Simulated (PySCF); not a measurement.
# CH7NO2Si2: the cost of one run

The runs use PySCF 2.14.0, with density-fitted response routines of our own; the level of theory stands in each step. All values are computed, except where a source is named. Atoms are numbered from 0 throughout.

## (1) Starting geometry

13 atoms, charge 0, multiplicity 1; geometry from: PBE0-D3(BJ)/def2-SVP.

Bonds of the start (Å): N0–Si1 1.70, Si1–C2 1.93, C2–O3 1.21, Si1–O4 1.66, O4–Si5 1.66, N0–H6 1.02, N0–H7 1.01, Si1–H8 1.49, C2–H9 1.13, Si5–H10 1.49, Si5–H11 1.49, Si5–H12 1.49.

## (2) NMR shieldings: PBE0/6-31G*

The job: settings as JSON, then the geometry in Å.

```
{"job": {"kind": "nmr", "xc": "PBE0", "basis": "6-31G*", "pop": true}, "charge": 0, "multiplicity": 1}
N     -1.559212    -0.863840    -0.131933
Si    -0.579059     0.084817     0.887827
C     -0.997518     1.866191     0.278608
O     -1.742511     2.020106    -0.662158
O      1.055950    -0.130412     0.665302
Si     2.029978    -0.726287    -0.546275
H     -2.067711    -0.382931    -0.867830
H     -1.827743    -1.828984    -0.003591
H     -0.812792    -0.116269     2.343360
H     -0.524452     2.766851     0.760757
H      3.446002    -0.517509    -0.133532
H      1.785709    -2.184918    -0.754368
H      1.778350    -0.002778    -1.829686
```

Level: GIAO PBE0/6-31G* NMR shielding, non-relativistic, gas phase.

Started as:

```bash
> OMP_NUM_THREADS=1 python probes_run.py task.json out
```

One launch serves the whole session: the jobs run in the order shown.

**Question.** How long does this first job take on 1 thread of Arm Neoverse V1, shared host, and how much memory does it need?

About 11 s, with a peak of 0.6 GiB.
